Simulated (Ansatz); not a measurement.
# GaH3O2: the cost of one run

Method: RKS BHLYP/def2-SVP, in Ansatz 0.2.0.

### 1 Starting point

Bond lengths: Ga1–H2 1.770 Å, Ga1–O3 1.990 Å, O3–H4 1.010 Å, Ga1–O5 1.790 Å, O5–H6 1.010 Å. Angles: H2–Ga1–O3 42.6°, H2–Ga1–O5 157.4°, O3–Ga1–O5 160.0°, Ga1–O3–H4 105.4°, Ga1–O5–H6 109.5°.

Coordinates:

```xyz
6

Ga    0.0000    0.0000    0.0000
H     1.0752    0.0000    1.4060
O     1.9596    0.0000    0.3462
H     2.2595   -0.9519    0.1913
O    -1.5501    0.0000   -0.8950
H    -2.0598   -0.8467   -0.6865
```

### 2 Pulling towards end A

Springs on the bonds that form and break draw the guess towards this end; the thresholds are loose.

The input, input.yaml:

```yaml
crystal:
  periodic: [false, false, false]
  atoms:
    - { symbol: Ga, position_ang: [0.0, 0.0, 0.0] }
    - { symbol: H, position_ang: [1.0752, 0.0, 1.406] }
    - { symbol: O, position_ang: [1.9596, 0.0, 0.3462] }
    - { symbol: H, position_ang: [2.2595, -0.9519, 0.1913] }
    - { symbol: O, position_ang: [-1.5501, 0.0, -0.895] }
    - { symbol: H, position_ang: [-2.0598, -0.8467, -0.6865] }
basis:
  gaussian: { orbitals: def2-SVP }
hamiltonian:
  xc: { name: BHLYP }
relax:
  f_tol: 0.15
  max_steps: 25
  restrain:
    - { distance: [1, 2], at: 2.21, k: 30.0 }
    - { distance: [0, 1], at: 1.57, k: 30.0 }
    - { distance: [0, 2], at: 1.79, k: 30.0 }
output:
  orbitals: {}
```

Command:

```
> ansatz run input.yaml --threads 1 --pin off --max-ram 2048MiB --backend cpu --events-out ev --progress --plain --runs-dir out
```

What time and memory should one allow on 1 thread of Arm Neoverse V1, shared host?

About 24 s, with a peak of 0.16 GiB.
